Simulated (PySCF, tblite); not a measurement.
**C₅H₇N₃: geometry, infrared bands and NMR shifts**

What infrared bands and NMR shifts should C₅H₇N₃ (`C=Cn1cc(C)nn1`) show?

Programs: tblite 0.8.0 and PySCF 2.14.0, with density-fitted response routines of our own. Each step states its level of theory. These are calculated values for one molecule in the gas phase, unless marked as measured. Atoms count from 0, in the outputs and in this text.

## 1. The starting structure

15 atoms, charge 0, multiplicity 1; geometry from: force field or distance geometry start.

Bonds of the start (Å): C0–C1 1.32, C1–N2 1.45, N2–C3 1.31, C3–C4 1.37, C4–C5 1.48, C4–N6 1.36, N6–N7 1.32, N7–N2 1.33, C0–H8 1.08, C0–H9 1.10, C1–H10 1.08, C3–H11 1.10, C5–H12 1.10, C5–H13 1.13, C5–H14 1.13.

## 2. Geometry optimisation with GFN2-xTB

The job: settings as JSON, then the geometry in Å.

```
{"job": {"kind": "relax", "xc": "GFN2-xTB", "basis": "xTB"}, "charge": 0, "multiplicity": 1}
C     -3.057200    -0.102300    -0.670700
C     -2.036700    -0.761400    -0.153000
N     -0.745900    -0.116600    -0.288100
C      0.419500    -0.556300     0.132700
C      1.342300     0.389900    -0.219900
C      2.799200     0.362400     0.020100
N      0.714800     1.397000    -0.874300
N     -0.556000     1.054200    -0.885000
H     -2.825500     0.843500    -1.142600
H     -4.076900    -0.501200    -0.610400
H     -2.135400    -1.712800     0.350000
H      0.648100    -1.487800     0.678200
H      3.132400    -0.587800     0.465900
H      3.304000     0.522300    -0.976800
H      3.068900     1.264900     0.646400
```

Run with:

```
$ OMP_NUM_THREADS=1 python probes_run.py task.json out
```

This one command runs all jobs of the session in turn.

**Question.** This job is followed by: GFN2-xTB harmonic vibrations, gas phase; GIAO PBE0/pcSseg-1 NMR shielding, non-relativistic, gas phase. What will the session give for the following? strongest single infrared mode (GFN2-xTB); zero-point energy (GFN2-xTB); ¹³C shifts against TMS (PBE0/pcSseg-1); ¹H shifts against TMS (PBE0/pcSseg-1, means over atoms taken as alike); ¹⁵N shifts against NH3 (PBE0/pcSseg-1).

**Answer**, as computed:

| quantity | value |
| --- | --- |
| strongest single infrared mode (GFN2-xTB) | 1286 cm⁻¹, 107 km/mol |
| zero-point energy (GFN2-xTB) | 72.9 kcal/mol |
| ¹³C shifts against TMS (PBE0/pcSseg-1) | 148.2, 134.6, 127.5, 110.2, 13.2 ppm |
| ¹H shifts against TMS (PBE0/pcSseg-1, means over atoms taken as alike) | 7.14, 7.07, 6.92, 5.31, 2.52 ppm |
| ¹⁵N shifts against NH3 (PBE0/pcSseg-1) | 395.5, 394.2, 278.6 ppm |

What this shows: The optimisation took 36 steps and gained 0.421 eV; among the close pairs (by a distance rule), C1–N2 changed most, from 1.449 to 1.389 Å. The lowest mode is imaginary (37i cm⁻¹), so the xTB geometry is not a minimum. The strongest single mode, at 1286 cm⁻¹, has its largest shares on H10, N7, N6 and N2 (the list is cut at 4 atoms). GFN2-xTB is a fitted tight-binding method: band positions and strengths are rough. Its intensities can rank the bands wrongly. At PBE0/pcSseg-1: The largest span, 562 ppm, is at N6, where the paramagnetic term is -457 ppm. NICS(1)zz of -29 ppm above the planar ring from N2 marks a diatropic (aromatic) ring current.
